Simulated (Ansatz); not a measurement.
# Lu6Sb2Mo: a short molecular-dynamics run

What does Lu6Sb2Mo do over 60 steps of 0.5 fs under a Langevin thermostat at 100 K? The cell is a randomly packed cell of 9 atoms, taken as it stands, without a relaxation.

All numbers below are computed with Ansatz 0.2.0 (DFT PBE, plane waves, PAW, scalar-relativistic, no spin polarisation).

### 1 The starting structure

The cell holds 9 atoms (Lu6MoSb2): a = 6.459 Å, b = 6.102 Å, c = 6.694 Å, α = 85.52°, β = 73.78°, γ = 92.04°.

As a file:

```xyz
9
Lattice="6.1335 0.6855 1.9067 -1.2099 5.8899 1.0373 -0.0308 -0.6382 6.6639" Properties=species:S:1:pos:R:3 pbc="T T T"
Lu    2.1056    5.8241    4.7881
Lu    5.1890    2.1578    2.4228
Lu    4.0062    4.4846    8.8664
Mo    3.5151    1.5533    6.5039
Lu    0.9586    3.1306    6.0756
Lu    5.3538    3.6398    5.2736
Lu    0.6354    5.7825    1.9119
Sb    0.5861    0.5271    4.6949
Sb    1.9018    3.0935    2.1334
```

### 2 Molecular dynamics

input.yaml

```yaml
crystal:
  lattice:
    - [6.133465, 0.685515, 1.906727]
    - [-1.209923, 5.889914, 1.037268]
    - [-0.030818, -0.638212, 6.663896]
  atoms:
    - { symbol: Lu, position: [0.536956, 0.971164, 0.413708] }
    - { symbol: Lu, position: [0.899342, 0.268668, 0.064426] }
    - { symbol: Lu, position: [0.810586, 0.773065, 0.978254] }
    - { symbol: Mo, position: [0.630534, 0.271949, 0.753242] }
    - { symbol: Lu, position: [0.274456, 0.580068, 0.742906] }
    - { symbol: Lu, position: [0.98341, 0.549512, 0.424447] }
    - { symbol: Lu, position: [0.292011, 0.953721, 0.054904] }
    - { symbol: Sb, position: [0.127327, 0.144621, 0.645585] }
    - { symbol: Sb, position: [0.407673, 0.491535, 0.126986] }
kpoints:
  mp_grid: { grid: [3, 3, 3] }
magnetization:
  spin_polarized: false
scf:
  occupations: { method: gaussian, width: 0.1 }
hamiltonian:
  pseudopotentials: { kind: paw }
  xc: pbe
basis:
  ecutwfc: 420
md:
  timestep: 0.5
  n_steps: 60
  ensemble: nvt_langevin
  temperature: 100.0
  initial_velocities: maxwell_boltzmann
  seed: 701933
```

On the command line:

```console
ansatz run input.yaml --threads 2 --pin off --max-ram 2560MiB --backend cpu --events-out ev --progress --plain --runs-dir out
```

Q: Predict the outcome of this session. Wanted: temperature, first and last step; temperature, second half; potential energy, second half; mean square displacement, second half.

**Answer**, as computed:

```
                             quantity                            value
                               length               60 steps of 0.5 fs
     temperature, first and last step                     89 and 325 K
             temperature, second half    mean 227 K, from 145 to 325 K
        potential energy, second half      -21 meV/atom from the start
mean square displacement, second half  Lu 0.001, Sb 0.001, Mo 0.001 Å²
```

In words: Against a set 100 K the second half averages 227 K, going from 145 to 325 K over that half; the potential energy of that half lies 21 meV/atom under the start, so the atoms have moved to lower-lying arrangements, and the energy set free heats the cell. Over the second half Lu atoms stand 0.0 Å (root mean square) from where they began, and the farthest move is 0.1 Å. 30 fs on 9 atoms is far too short and small for converged averages.
